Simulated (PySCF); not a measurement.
# A diatomic session: TaO

One table from this session's results is given with a row withheld; the runs are named, their logs left out.

Program: PySCF 2.14.0. Level of theory: Ta def2-TZVPPD with ECP60, O def2-TZVPPD, scalar-relativistic core potentials. These are calculated values, not measurements.

Set-up of the first run:

Settings of the job:

* atoms: Ta, O
* charge: 0
* basis: Ta def2-TZVPPD with ECP60, O def2-TZVPPD
* Hamiltonian: scalar-relativistic core potentials
* basis functions: 99
* electrons treated: 21
* masses in u: 180.9480, 15.9949
* levels: PBE0, PBE, r²SCAN, TPSS, B2PLYP, r²SCANh, M06, r²SCAN0, LC-ωPBE, HF, MP2, SCS-MP2, CCSD, CCSD(T)
* grid: 80 radial by 434 angular points
* occupations: held fixed by the projection of orbital angular momentum
* dissociation limit: Ta + O, each in its ground configuration
* starting distance in angstrom: 1.960
* values of 2S to try: 1, 3, 5, 7

Started as:

```console
> OMP_NUM_THREADS=2 python dia.py task.json out
```

Among the steps run: Set-up; First curve: PBE0; Higher solutions at PBE0; PBE (GGA); r²SCAN (meta-GGA); TPSS; B2PLYP; r²SCANh (hybrid meta-GGA); M06; r²SCAN0; LC-ωPBE (range-separated hybrid); ROHF (mean field); Correlated methods on the Hartree–Fock reference.

One of the session's tables, all rows but one given; the rest of the session is left out.

It belongs to the step «The curves together». Energy (eV) from each level's lowest point:

| R (Å) | ROHF | ROHF-MP2 | ROHF-SCS-MP2 | ROHF-CCSD | ROHF-CCSD(T) |
| --- | --- | --- | --- | --- | --- |
| 1.447 | 2.354 | 2.766 | 2.770 | n/a | n/a |
| 1.515 | 1.011 | 1.303 | 1.306 | 1.203 | 1.332 |
| 1.582 | 0.279 | 0.457 | 0.459 | 0.395 | 0.475 |
| 1.633 | 0.037 | 0.128 | 0.129 | 0.096 | 0.137 |
| 1.683 | 0.000 | 0.000 | 0.000 | 0.000 | 0.000 |
| 1.734 | ? | ? | ? | ? | ? |
| 1.801 | 0.480 | 0.244 | 0.246 | 0.334 | 0.226 |
| 1.885 | 1.141 | 0.715 | 0.721 | 0.882 | 0.686 |
| 1.986 | 2.121 | 1.451 | 1.466 | 1.723 | 1.407 |
| 2.121 | 3.563 | 2.599 | 2.621 | n/a | n/a |

Estimate the missing values for R (Å) = 1.734.

Worked estimate for «ROHF». A straight line through the neighbours (1.683, 0.000) and (1.801, 0.480) gives 0.000 + (0.480 − 0.000) × (1.734 − 1.683) / (1.801 − 1.683) = 0.207; a parabola fitted to 4 rows on both sides gives 0.139.

The run gave: ROHF: 0.124; ROHF-MP2: 0.028; ROHF-SCS-MP2: 0.028; ROHF-CCSD: 0.063; ROHF-CCSD(T): 0.019. In «ROHF» the line misses by +0.083 and the parabola by +0.015.

Limits of these values: The state is the lowest single determinant that the PBE0 search found; with open d or f shells the true ground state can be another one.
